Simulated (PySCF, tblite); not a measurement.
# C₄H₉F₃N₂Si: geometry, infrared bands and NMR shifts

What infrared bands and NMR shifts should C₄H₉F₃N₂Si (`FC[C@@H]1CN[Si@H](C(F)F)N1`) show?

Programs: tblite 0.8.0 and PySCF 2.14.0, with density-fitted response routines of our own. Each step states its level of theory. These are calculated values for one molecule in the gas phase, unless marked as measured. Atoms are numbered from 0 throughout.

**1. The starting structure**

19 atoms, charge 0, multiplicity 1; geometry from: force field or distance geometry start.

Bonds of the start (Å): F0–C1 1.39, C1–C2 1.50, C2–C3 1.49, C3–N4 1.47, N4–Si5 1.80, Si5–C6 1.83, C6–F7 1.39, C6–F8 1.39, Si5–N9 1.81, N9–C2 1.44, C1–H10 1.13, C1–H11 1.12, C2–H12 1.12, C3–H13 1.10, C3–H14 1.11, N4–H15 1.04, Si5–H16 1.45, C6–H17 1.10, N9–H18 1.04.

**2. Relaxing the molecule with GFN2-xTB**

The job: settings as JSON, then the geometry in Å.

```
{"job": {"kind": "relax", "xc": "GFN2-xTB", "basis": "xTB"}, "charge": 0, "multiplicity": 1}
F      2.434700    -1.980100    -1.001700
C      2.283800    -0.870000    -0.186600
C      1.181900    -0.017900    -0.736100
C      0.898400     1.227900     0.031400
N     -0.223900     0.997600     0.953400
Si    -1.324500     0.315300    -0.302700
C     -2.728500    -0.648800     0.365300
F     -3.801500    -0.408600    -0.479100
F     -3.157500    -0.247900     1.628400
N     -0.035700    -0.720000    -1.029800
H      3.278800    -0.345700    -0.260800
H      2.101000    -1.195400     0.867500
H      1.567600     0.335600    -1.725000
H      1.788800     1.633000     0.528700
H      0.538800     1.999300    -0.673700
H     -0.598700     1.873400     1.372100
H     -1.677500     1.378000    -1.218500
H     -2.510200    -1.729700     0.324600
H     -0.025500    -1.586800    -0.449800
```

Command:

```console
> OMP_NUM_THREADS=1 python probes_run.py task.json out
```

This one command runs all jobs of the session in turn.

**Question.** This job is followed by: GFN2-xTB harmonic vibrations, gas phase; GIAO PBE0/pcSseg-1 NMR shielding, non-relativistic, gas phase. What will the session give for the following? strongest single infrared mode (GFN2-xTB); zero-point energy (GFN2-xTB); ¹³C shifts against TMS (PBE0/pcSseg-1); ¹H shifts against TMS (PBE0/pcSseg-1); ¹⁹F shifts against CFCl3 (PBE0/pcSseg-1); ¹⁵N shifts against NH3 (PBE0/pcSseg-1); ²⁹Si shifts against TMS (PBE0/pcSseg-1).

The runs gave:

```
                                 quantity                                                     value
strongest single infrared mode (GFN2-xTB)                                     2255 cm⁻¹, 279 km/mol
             zero-point energy (GFN2-xTB)                                             86.0 kcal/mol
   ¹³C shifts against TMS (PBE0/pcSseg-1)                               127.5, 92.8, 57.2, 46.6 ppm
    ¹H shifts against TMS (PBE0/pcSseg-1)  6.10, 5.16, 4.60, 4.55, 3.72, 3.50, 2.95, 1.63, 0.22 ppm
 ¹⁹F shifts against CFCl3 (PBE0/pcSseg-1)                                -159.8, -161.3, -256.7 ppm
   ¹⁵N shifts against NH3 (PBE0/pcSseg-1)                                            29.3, 23.4 ppm
  ²⁹Si shifts against TMS (PBE0/pcSseg-1)                                                 -25.6 ppm
```

In words: Relaxing lowered the energy by 1.186 eV in 150 steps; the close pair that moved most is Si5–C6, from 1.829 to 1.929 Å. All 51 modes are real, so the xTB geometry is a minimum. The strongest single mode, at 2255 cm⁻¹, moves mainly H16. Unscaled tight-binding wavenumbers are off by several per cent, some by more. Its intensities can rank the bands wrongly. H17 (hydrogen on an sp3 CH bonded to 2 F and Si) lies farthest downfield among hydrogen, at 6.10 ppm; its carbon carries F, hence the downfield position.
